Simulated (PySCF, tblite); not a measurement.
# C4H4F3N3: dynamics, then NMR shifts on frames, part 2 of 2

tblite 0.8.0 and PySCF 2.14.0. Atoms count from 0. The steps go on from the part before.

## (5) NMR shieldings: 625 fs, PBE0/pcSseg-1

What the job is given:

```
{"job": {"kind": "nmr", "xc": "PBE0", "basis": "pcSseg-1", "pop": false}, "charge": 0, "multiplicity": 1}
C     -2.293800    -0.195200     0.700000
N     -0.916100    -0.414400     0.492900
C     -0.405100    -1.400800    -0.297500
N      0.898500    -1.285100    -0.459500
C      1.121200    -0.180400     0.313300
C      2.530900     0.204100     0.604400
F      2.733700     0.854700     1.753800
F      3.317200    -0.902800     0.679300
F      3.070400     0.980100    -0.331200
N      0.112300     0.312500     0.955900
H     -2.332300     0.328300     1.638400
H     -2.818600     0.394100    -0.014800
H     -2.771600    -1.158500     0.863000
H     -0.877900    -2.244700    -0.736800
```

Method: GIAO PBE0/pcSseg-1 NMR shielding, non-relativistic, gas phase.

The log of the run:

```text
coarse grid: 13272 points
cycle   1  E = -617.6610414073  dE =  2.128e+00  |g| = 9.562e-01  |ddm| = 3.574e+00
cycle   2  E = -617.4704028367  dE =  1.906e-01  |g| = 1.473e+00  |ddm| = 1.354e+00
cycle   3  E = -617.8215886356  dE = -3.512e-01  |g| = 1.038e-01  |ddm| = 8.256e-01
cycle   4  E = -617.8220927666  dE = -5.041e-04  |g| = 8.954e-02  |ddm| = 1.276e-01
cycle   5  E = -617.8237538037  dE = -1.661e-03  |g| = 1.890e-02  |ddm| = 7.219e-02
cycle   6  E = -617.8238191201  dE = -6.532e-05  |g| = 5.879e-03  |ddm| = 1.488e-02
cycle   7  E = -617.8238257038  dE = -6.584e-06  |g| = 1.441e-03  |ddm| = 4.579e-03
final grid: 134112 points
cycle   8  E = -617.8984276763  dE = -5.946e-05  |g| = 6.592e-03  |ddm| = 2.874e-02
cycle   9  E = -617.8984260265  dE =  1.650e-06  |g| = 7.767e-03  |ddm| = 1.060e-02
cycle  10  E = -617.8984370462  dE = -1.102e-05  |g| = 9.822e-04  |ddm| = 5.190e-03
cycle  11  E = -617.8984371997  dE = -1.535e-07  |g| = 2.515e-04  |ddm| = 7.695e-04
cycle  12  E = -617.8984372092  dE = -9.537e-09  |g| = 1.139e-04  |ddm| = 1.963e-04
cycle  13  E = -617.8984372115  dE = -2.263e-09  |g| = 3.550e-05  |ddm| = 9.578e-05
cycle  14  E = -617.8984372117  dE = -2.306e-10  |g| = 1.520e-05  |ddm| = 3.464e-05
converged SCF energy = -617.8984372117

GIAO shielding tensors (ppm)
atom      isotropic    diamagn.    paramagn.     s11        s22        s33       span
  0 C      155.806     242.880     -87.074    132.682    142.829    191.907     59.226
  1 N       39.007     334.882    -295.874    -77.994     77.801    117.215    195.208
  2 C       26.916     252.586    -225.670    -53.348     26.482    107.613    160.961
  3 N      -44.275     330.944    -375.219   -222.786   -128.975    218.936    441.722
  4 C       28.251     259.055    -230.804    -43.772     33.498     95.029    138.801
  5 C       57.064     235.392    -178.328     47.166     54.798     69.229     22.063
  6 F      258.383     469.679    -211.297    181.373    247.266    346.509    165.136
  7 F      230.052     468.924    -238.871    147.322    203.064    339.771    192.449
  8 F      245.182     470.796    -225.614    161.830    246.944    326.772    164.942
  9 N      -64.421     325.395    -389.816   -279.714    -75.218    161.669    441.383
 10 H       27.790      28.536      -0.746     22.671     27.273     33.425     10.754
 11 H       28.650      28.931      -0.281     24.876     25.485     35.589     10.713
 12 H       27.783      27.540       0.243     22.937     26.647     33.766     10.829
 13 H       23.412      31.507      -8.095     20.298     24.083     25.855      5.557
```

It took 43 s on 1 thread of Arm Neoverse N1, shared host; peak memory 0.84 GiB.

In short: δ C2 160.0, C4 158.7, C5 129.9, C0 31.1, H13 8.30, H12 3.93 ppm.

## (6) Nuclear shieldings: 800 fs, PBE0/pcSseg-1

What the job is given:

```
{"job": {"kind": "nmr", "xc": "PBE0", "basis": "pcSseg-1", "pop": false}, "charge": 0, "multiplicity": 1}
C     -2.135700    -0.366100     0.900200
N     -0.702600    -0.565500     0.558600
C     -0.226000    -1.427300    -0.295800
N      1.056100    -1.323300    -0.372300
C      1.308600    -0.259500     0.442200
C      2.638000     0.409700     0.785900
F      2.741300     0.577300     2.087600
F      3.624000    -0.542500     0.485700
F      2.967100     1.514900     0.166800
N      0.262400     0.230900     0.970500
H     -2.249000    -0.743800     1.843800
H     -2.236600     0.725400     0.847700
H     -2.687700    -0.995800     0.228700
H     -0.727700    -2.270800    -0.726300
```

Level: GIAO PBE0/pcSseg-1 NMR shielding, non-relativistic, gas phase.

The log of the run:

```text
coarse grid: 13272 points
cycle   1  E = -617.6458948704  dE =  2.254e+00  |g| = 9.688e-01  |ddm| = 3.591e+00
cycle   2  E = -617.4382721594  dE =  2.076e-01  |g| = 1.516e+00  |ddm| = 1.392e+00
cycle   3  E = -617.8130611703  dE = -3.748e-01  |g| = 1.039e-01  |ddm| = 8.502e-01
cycle   4  E = -617.8136776546  dE = -6.165e-04  |g| = 8.568e-02  |ddm| = 1.279e-01
cycle   5  E = -617.8151110948  dE = -1.433e-03  |g| = 1.795e-02  |ddm| = 6.895e-02
cycle   6  E = -617.8151689379  dE = -5.784e-05  |g| = 6.093e-03  |ddm| = 1.473e-02
cycle   7  E = -617.8151753174  dE = -6.380e-06  |g| = 1.221e-03  |ddm| = 4.059e-03
final grid: 134112 points
cycle   8  E = -617.8883842522  dE = -5.076e-05  |g| = 7.250e-03  |ddm| = 2.894e-02
cycle   9  E = -617.8883801231  dE =  4.129e-06  |g| = 9.221e-03  |ddm| = 1.163e-02
cycle  10  E = -617.8883950460  dE = -1.492e-05  |g| = 1.219e-03  |ddm| = 5.957e-03
cycle  11  E = -617.8883953125  dE = -2.665e-07  |g| = 3.288e-04  |ddm| = 1.062e-03
cycle  12  E = -617.8883953314  dE = -1.887e-08  |g| = 1.545e-04  |ddm| = 3.603e-04
cycle  13  E = -617.8883953359  dE = -4.563e-09  |g| = 2.873e-05  |ddm| = 1.225e-04
cycle  14  E = -617.8883953361  dE = -1.371e-10  |g| = 1.022e-05  |ddm| = 2.210e-05
converged SCF energy = -617.8883953361

GIAO shielding tensors (ppm)
atom      isotropic    diamagn.    paramagn.     s11        s22        s33       span
  0 C      147.183     247.379    -100.196    125.247    127.639    188.664     63.417
  1 N       45.476     336.252    -290.776    -61.650     78.764    119.314    180.964
  2 C       45.730     254.175    -208.445    -29.872     49.775    117.288    147.160
  3 N      -27.678     331.822    -359.500   -217.698    -76.572    211.238    428.936
  4 C       29.066     262.926    -233.860    -46.370     38.270     95.298    141.668
  5 C       56.491     237.557    -181.066     44.619     58.337     66.518     21.899
  6 F      247.416     469.688    -222.272    180.689    239.540    322.019    141.330
  7 F      229.979     468.994    -239.015    120.147    201.251    368.540    248.393
  8 F      255.314     470.761    -215.447    188.064    254.893    322.985    134.921
  9 N      -53.918     328.458    -382.376   -269.269    -70.547    178.063    447.332
 10 H       29.219      30.529      -1.310     25.435     27.333     34.889      9.454
 11 H       26.967      29.170      -2.203     21.762     26.334     32.805     11.043
 12 H       28.057      30.077      -2.020     23.321     27.855     32.996      9.675
 13 H       24.016      31.854      -7.838     20.477     25.159     26.414      5.937
```

It took 43 s on 1 thread of Arm Neoverse N1, shared host; peak memory 0.99 GiB.

Key values: δ C4 157.9, C2 141.2, C5 130.4, C0 39.7, H13 7.70, H11 4.75 ppm.

## (7) Nuclear shieldings: 1000 fs, PBE0/pcSseg-1

What the job is given:

```
{"job": {"kind": "nmr", "xc": "PBE0", "basis": "pcSseg-1", "pop": false}, "charge": 0, "multiplicity": 1}
C     -2.145200    -0.131400     0.968100
N     -0.789700    -0.404500     0.462800
C     -0.227900    -1.478300    -0.167900
N      1.071900    -1.399300    -0.128600
C      1.300600    -0.278400     0.634400
C      2.636900     0.261900     1.050600
F      2.657800     0.567000     2.364800
F      3.582900    -0.616400     0.952200
F      2.970800     1.315700     0.280800
N      0.169200     0.323100     0.909300
H     -2.852700    -0.818700     0.718000
H     -2.061000    -0.089600     2.080400
H     -2.322400     0.929400     0.608000
H     -0.719800    -2.357700    -0.448000
```

With the program's defaults for keys left out, this is: GIAO PBE0/pcSseg-1 NMR shielding, non-relativistic, gas phase.

The log of the run:

```text
coarse grid: 13272 points
cycle   1  E = -617.6537208508  dE =  2.160e+00  |g| = 9.524e-01  |ddm| = 3.589e+00
cycle   2  E = -617.4735671044  dE =  1.802e-01  |g| = 1.448e+00  |ddm| = 1.296e+00
cycle   3  E = -617.8126966577  dE = -3.391e-01  |g| = 9.579e-02  |ddm| = 7.795e-01
cycle   4  E = -617.8130616959  dE = -3.650e-04  |g| = 8.363e-02  |ddm| = 1.142e-01
cycle   5  E = -617.8145098466  dE = -1.448e-03  |g| = 1.803e-02  |ddm| = 6.717e-02
cycle   6  E = -617.8145688616  dE = -5.901e-05  |g| = 5.944e-03  |ddm| = 1.444e-02
cycle   7  E = -617.8145757645  dE = -6.903e-06  |g| = 1.286e-03  |ddm| = 4.509e-03
final grid: 134112 points
cycle   8  E = -617.8879357679  dE = -5.090e-05  |g| = 6.264e-03  |ddm| = 2.841e-02
cycle   9  E = -617.8879344944  dE =  1.273e-06  |g| = 7.338e-03  |ddm| = 9.761e-03
cycle  10  E = -617.8879441581  dE = -9.664e-06  |g| = 1.088e-03  |ddm| = 4.659e-03
cycle  11  E = -617.8879443364  dE = -1.783e-07  |g| = 3.759e-04  |ddm| = 8.970e-04
cycle  12  E = -617.8879443603  dE = -2.387e-08  |g| = 1.931e-04  |ddm| = 3.980e-04
cycle  13  E = -617.8879443679  dE = -7.565e-09  |g| = 3.363e-05  |ddm| = 1.430e-04
cycle  14  E = -617.8879443681  dE = -2.046e-10  |g| = 1.146e-05  |ddm| = 3.222e-05
converged SCF energy = -617.8879443681

GIAO shielding tensors (ppm)
atom      isotropic    diamagn.    paramagn.     s11        s22        s33       span
  0 C      143.573     245.614    -102.041    119.493    126.832    184.393     64.899
  1 N       35.503     333.687    -298.184    -89.304     72.866    122.947    212.252
  2 C       39.203     251.255    -212.052    -31.471     37.650    111.430    142.901
  3 N      -42.248     330.998    -373.246   -249.888   -103.233    226.378    476.265
  4 C       25.524     263.418    -237.894    -53.319     35.202     94.689    148.008
  5 C       59.815     237.324    -177.508     46.662     60.660     72.124     25.462
  6 F      241.961     469.985    -228.024    160.197    223.603    342.082    181.885
  7 F      271.441     465.083    -193.641    207.704    280.037    326.583    118.879
  8 F      239.287     473.218    -233.931    156.208    225.150    336.502    180.294
  9 N      -76.604     329.132    -405.736   -336.517    -81.115    187.822    524.340
 10 H       29.178      30.692      -1.514     25.186     28.119     34.229      9.042
 11 H       27.075      28.033      -0.957     22.118     26.069     33.039     10.921
 12 H       26.037      28.017      -1.980     21.764     24.526     31.821     10.057
 13 H       24.200      31.988      -7.787     20.876     24.883     26.842      5.965
```

Wall time 43 s (1 thread of Arm Neoverse N1, shared host); peak memory 0.85 GiB.

In short: δ C4 161.4, C2 147.7, C5 127.1, C0 43.4, H13 7.52, H12 5.68 ppm.

## (8) Run by run: NMR shifts

Shifts (ppm) of some atoms, chosen among heavy atoms and hydrogens apart, with basis size and wall time:

| frame | C2 | H12 | H11 | N9 | N3 | F7 | F6 | functions | time |
| --- | --- | --- | --- | --- | --- | --- | --- | --- | --- |
| 250 fs | 152.3 | 4.62 | 4.35 | 343.4 | 307.1 | -78.7 | -94.0 | 190 | 45 s |
| 425 fs | 151.6 | 4.22 | 2.91 | 341.0 | 306.4 | -78.4 | -98.1 | 190 | 43 s |
| 625 fs | 160.0 | 3.93 | 3.07 | 332.1 | 312.0 | -59.1 | -87.4 | 190 | 43 s |
| 800 fs | 141.2 | 3.66 | 4.75 | 321.6 | 295.4 | -59.0 | -76.5 | 190 | 43 s |
| 1000 fs | 147.7 | 5.68 | 4.64 | 344.3 | 310.0 | -100.5 | -71.0 | 190 | 43 s |

## (9) Outcome

This closing draws on all 2 parts.

```
                                        quantity                          value
                                      thermostat                          300 K
                   mean temperature, second half                          256 K
         mean potential energy above the minimum                        0.42 eV
  ¹³C shifts against TMS (PBE0/pcSseg-1, 250 fs)  159.8, 152.3, 129.5, 36.6 ppm
   ¹H shifts against TMS (PBE0/pcSseg-1, 250 fs)     8.12, 4.62, 4.35, 4.04 ppm
  ¹⁵N shifts against NH3 (PBE0/pcSseg-1, 250 fs)        343.4, 307.1, 236.3 ppm
¹⁹F shifts against CFCl3 (PBE0/pcSseg-1, 250 fs)        -70.2, -78.7, -94.0 ppm
                        range of the shift of F7            -100.5 to -59.0 ppm
```

**Reading.** In the second half the potential energy averages 0.42 eV above the minimum; equipartition over 36 harmonic modes at 300 K would give 0.47 eV. With 14 atoms the temperature swings widely (132 to 432 K). Shifts at one fixed geometry are not the observed spectrum, which averages over the motion. In the first frame run (250 fs): Shielding is most anisotropic at N3 (span 451 ppm, paramagnetic term -371 ppm). NICS(1)zz of -31 ppm above the planar ring from N1 marks a diatropic (aromatic) ring current. In ppm, F7 moves most: its shift spreads over 41.5 ppm, from -100.5 (1000 fs) to -59.0 (800 fs).
